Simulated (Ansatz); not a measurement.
# C3H8BF: basis-set convergence

How large a basis does C3H8BF need? Two functionals are run in growing sets.

Method: one geometry, several basis sets; program: Ansatz 0.2.0, Gaussian basis.

The runs, in order: PBE0-D4/def2-SVP; ωB97M-V/def2-SVP; PBE0-D4/def2-QZVPP; ωB97M-V/def2-QZVPP; the functionals' def2-TZVPP values are taken from earlier runs.

## Step 1: Structure used throughout

An earlier PBE0-D4 in a triple-zeta def2 set relaxation fixed the geometry.

SMILES `CCB(C)F`, 13 atoms, charge 0, spin multiplicity 1.

Atoms are counted from 1 here; the program's logs count them from 0.

Bond lengths: C1–C2 1.522 Å, C1–H6 1.092 Å, C1–H7 1.092 Å, C1–H8 1.092 Å, C2–B3 1.565 Å, C2–H9 1.100 Å, C2–H10 1.100 Å, B3–C4 1.564 Å, B3–F5 1.338 Å, C4–H11 1.095 Å, C4–H12 1.096 Å, C4–H13 1.091 Å. Angles: C2–C1–H6 111.8°, C2–C1–H7 111.3°, C2–C1–H8 111.3°, H6–C1–H7 107.7°, H6–C1–H8 107.7°, H7–C1–H8 106.9°, C1–C2–B3 116.9°, C1–C2–H9 110.9°, C1–C2–H10 110.9°, B3–C2–H9 107.0°, B3–C2–H10 106.9°, H9–C2–H10 103.2°, C2–B3–C4 124.9°, C2–B3–F5 118.3°, C4–B3–F5 116.8°, B3–C4–H11 110.1°, B3–C4–H12 109.9°, B3–C4–H13 113.9° and more.

## Step 2: PBE0-D4 in def2-SVP

in.yaml

```yaml
crystal:
  periodic: [false, false, false]
  atoms:
    - {symbol: C, position_ang: [-1.043241, 1.695030, -0.080663]}
    - {symbol: C, position_ang: [0.018831, 0.706196, 0.379157]}
    - {symbol: B, position_ang: [0.039810, -0.690065, -0.326806]}
    - {symbol: C, position_ang: [1.038593, -1.846650, 0.005930]}
    - {symbol: F, position_ang: [-0.858985, -0.928393, -1.288943]}
    - {symbol: H, position_ang: [-0.981414, 2.639935, 0.463966]}
    - {symbol: H, position_ang: [-0.942171, 1.918111, -1.145118]}
    - {symbol: H, position_ang: [-2.048290, 1.292965, 0.065376]}
    - {symbol: H, position_ang: [-0.060296, 0.519742, 1.459886]}
    - {symbol: H, position_ang: [1.025890, 1.134542, 0.270857]}
    - {symbol: H, position_ang: [1.586111, -2.142618, -0.895593]}
    - {symbol: H, position_ang: [0.484436, -2.737294, 0.322890]}
    - {symbol: H, position_ang: [1.761127, -1.596301, 0.783762]}
basis:
  gaussian: {orbitals: def2-SVP}
hamiltonian: {xc: pbe0, dispersion: d4}
output: {orbitals: {seedname: orbitals}}
```

Command:

```sh
$ ansatz run in.yaml --threads 4 --pin off --events-out ev --progress --plain --max-ram 10444MiB
```

Further steps of the session: ωB97M-V in def2-SVP; PBE0-D4 in def2-QZVPP; ωB97M-V in def2-QZVPP.

Q: Predict the results of all the runs planned. Wanted: PBE0-D4: double and triple zeta above quadruple; ωB97M-V: double and triple zeta above quadruple.

As calculated:

| quantity | value |
| --- | --- |
| PBE0-D4: double and triple zeta above quadruple | 7.90, 0.37 eV |
| ωB97M-V: double and triple zeta above quadruple | 8.22, 0.35 eV |

PBE0-D4 gains 7.53 eV from double to triple zeta, then 0.37 eV more. Total energies overstate the basis error of differences, where much of it tends to cancel. The LUMO of ωB97M-V is positive and keeps falling with the basis (2.36 to 1.59 eV): an unbound level that the basis holds in place.
